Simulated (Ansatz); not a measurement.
# BClH5NSi: the cost of one run

Program: Ansatz 0.2.0. Level of theory: RKS B3LYP/def2-SVP. These are calculated values, not measurements.

## (1) The starting structure

Bond lengths: B1–Si2 1.876 Å, Si2–N3 1.775 Å, Si2–Cl4 2.050 Å, B1–H5 1.229 Å, B1–H6 1.220 Å, Si2–H7 1.498 Å, N3–H8 1.067 Å, N3–H9 1.026 Å. Angles: B1–Si2–N3 109.0°, B1–Si2–Cl4 111.3°, B1–Si2–H7 108.8°, N3–Si2–Cl4 109.7°, N3–Si2–H7 109.8°, Cl4–Si2–H7 108.2°, Si2–B1–H5 121.8°, Si2–B1–H6 123.2°, H5–B1–H6 114.9°, Si2–N3–H8 106.2°, Si2–N3–H9 111.2°, H8–N3–H9 109.9°.

Coordinates:

```xyz
9

B    -0.5347    1.3569   -0.5971
Si    0.3646   -0.2719   -0.3536
N     0.3891   -0.6647    1.3771
Cl   -0.5434   -1.7864   -1.3948
H    -0.7259    1.8297   -1.7149
H    -1.0222    1.9957    0.3213
H     1.7661   -0.1307   -0.8624
H     0.9551   -1.5650    1.4694
H    -0.5602   -0.8099    1.7379
```

## (2) End point A

File input.yaml:

```yaml
crystal:
  periodic: [false, false, false]
  atoms:
    - { symbol: B, position_ang: [-0.5347, 1.3569, -0.5971] }
    - { symbol: Si, position_ang: [0.3646, -0.2719, -0.3536] }
    - { symbol: "N", position_ang: [0.3891, -0.6647, 1.3771] }
    - { symbol: Cl, position_ang: [-0.5434, -1.7864, -1.3948] }
    - { symbol: H, position_ang: [-0.7259, 1.8297, -1.7149] }
    - { symbol: H, position_ang: [-1.0222, 1.9957, 0.3213] }
    - { symbol: H, position_ang: [1.7661, -0.1307, -0.8624] }
    - { symbol: H, position_ang: [0.9551, -1.565, 1.4694] }
    - { symbol: H, position_ang: [-0.5602, -0.8099, 1.7379] }
basis:
  gaussian: { orbitals: def2-SVP }
hamiltonian:
  xc: b3lyp
relax:
  f_tol: 0.02
  max_steps: 50
```

Command:

```sh
$ ansatz run input.yaml --threads 2 --pin off --max-ram 3072MiB --backend cpu --events-out ev --progress --plain --runs-dir out
```

**Question.** How long does this run take on 2 threads of Intel Xeon Platinum 8488C (Sapphire Rapids), shared host, and how much memory does it need?

About 23 s, with a peak of 0.19 GiB.
